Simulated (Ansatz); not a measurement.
The system is NbCu.

```
CELL_PARAMETERS angstrom
0.00000 2.56221 2.56221
2.56221 0.00000 2.56221
2.56221 2.56221 0.00000
ATOMIC_POSITIONS crystal
Nb 0.00000 0.00000 0.00000
Cu 0.50000 0.50000 0.50000
```

The cell was built by a generator and needn't be a form met in nature.

| Item | Value |
| --- | --- |
| Program | Ansatz 0.2.0 |
| Task | relaxation of cell and atoms |
| Functional | HF |
| Potentials or basis | Ansatz PAW |
| Cutoff | 420 eV (not typed: the program's choice for these potentials) |
| k mesh | 5 × 5 × 5 |
| Occupations | fermi-dirac, width 0.05 eV |
| Spin | no spin polarisation |

At the start: volume 16.82 Å³/atom.

**Question.** Where does the relaxation end?

**Answer.** It ends after 5 steps and the volume is 17.43 Å³/atom (+3.6 %); space group Fm-3m (No. 225, to 0.05 Å).

The path:
```csv
step,energy change (eV),largest force (eV/Å),volume (Å³)
1,0.0000,0.0000,33.64
2,-0.0094,0.0000,35.34
3,-0.0142,0.0000,34.89
4,-0.0143,0.0000,34.86
5,-0.0199,0.0000,34.86
```

Final structure:
```
Nb Cu
1.0
     0.00000    2.59277    2.59277
     2.59277    0.00000    2.59277
     2.59277    2.59277    0.00000
Nb Cu
1 1
Direct
  0.00000 0.00000 0.00000
  0.50000 0.50000 0.50000
```

Caveat: the k mesh is coarse (spacing up to 0.42 Å⁻¹), so the values aren't converged, least of all with exact exchange; the plane-wave basis is chosen anew once the cell has moved, so the energies of steps on either side of that aren't comparable; the pressure holds a Pulay correction of +0.7 GPa for the finite cutoff; the PAW data sets come from PBE, with cores solved anew for the run's functional, which leaves a small shift of forces and pressure.
